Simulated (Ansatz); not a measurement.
# TmH: the cost of one run

Computed with Ansatz 0.2.0 (DFT PBE, scalar-relativistic, plane waves, PAW; 4f electrons in the core of a trivalent norm-conserving potential, unless a step's input says otherwise).

3 further runs of the same task are left out: 2 that didn't finish, 1 set aside as unsound or not needed.

## Step 1: The structure to begin with

Symmetry: Fm-3m, No. 225, cubic system. Conventional cell: a = 5.194 Å, b = 5.194 Å, c = 5.194 Å, α = 90.00°, β = 90.00°, γ = 90.00°. Around Tm (site symmetry m-3m) lie 6 H at 2.60 Å. H (site symmetry m-3m) has 6 Tm at 2.60 Å in its first shell of neighbours.

Coordinates:

```cif
data_structure
_symmetry_space_group_name_H-M 'P 1'
_symmetry_Int_Tables_number 1
_cell_length_a 3.6725
_cell_length_b 3.6725
_cell_length_c 3.6725
_cell_angle_alpha 60.000
_cell_angle_beta 60.000
_cell_angle_gamma 60.000
_cell_volume 35.02
loop_
_atom_site_label
_atom_site_type_symbol
_atom_site_fract_x
_atom_site_fract_y
_atom_site_fract_z
_atom_site_occupancy
Tm1 Tm 0.50000 0.50000 0.50000 1
H1 H 0.00000 0.00000 0.00000 1
```

The cell is invented: species swapped into a database cell of BaS (Fm-3m, No. 225), with H on the Ba sites and Tm on the S sites. Its size is a rough estimate.

## Step 2: The guess as it stands, on a coarse mesh

The input, input.yaml:

```yaml
crystal:
  lattice:
    - [0.0, 2.59683351, 2.59683351]
    - [2.59683351, 0.0, 2.59683351]
    - [2.59683351, 2.59683351, 0.0]
  atoms:
    - { symbol: Tm, position: [0.5, 0.5, 0.5] }
    - { symbol: H, position: [0.0, 0.0, 0.0] }
basis:
  ecutwfc: 690
kpoints:
  mp_grid: { grid: [6, 6, 6] }
hamiltonian:
  xc: pbe
  pseudopotentials:
    kind: paw
    azcp: { Tm: "pseudopotentials/pbe/nc/lanthanide_3plus/Tm.nc.azcp" }
scf:
  occupations: { method: gaussian, width: 0.1 }
  lower_state_search: "off"
output:
  forces: true
  stress: true
  eigenvalues: true
```

Launch:

```console
> ansatz run input.yaml --threads 1 --pin off --max-ram 2560MiB --backend cpu --events-out ev --progress --plain --runs-dir out
```

What time and memory should one allow on 1 thread of AMD EPYC (Zen 3), shared host?

About 2.1 s, with a peak of 0.28 GiB.
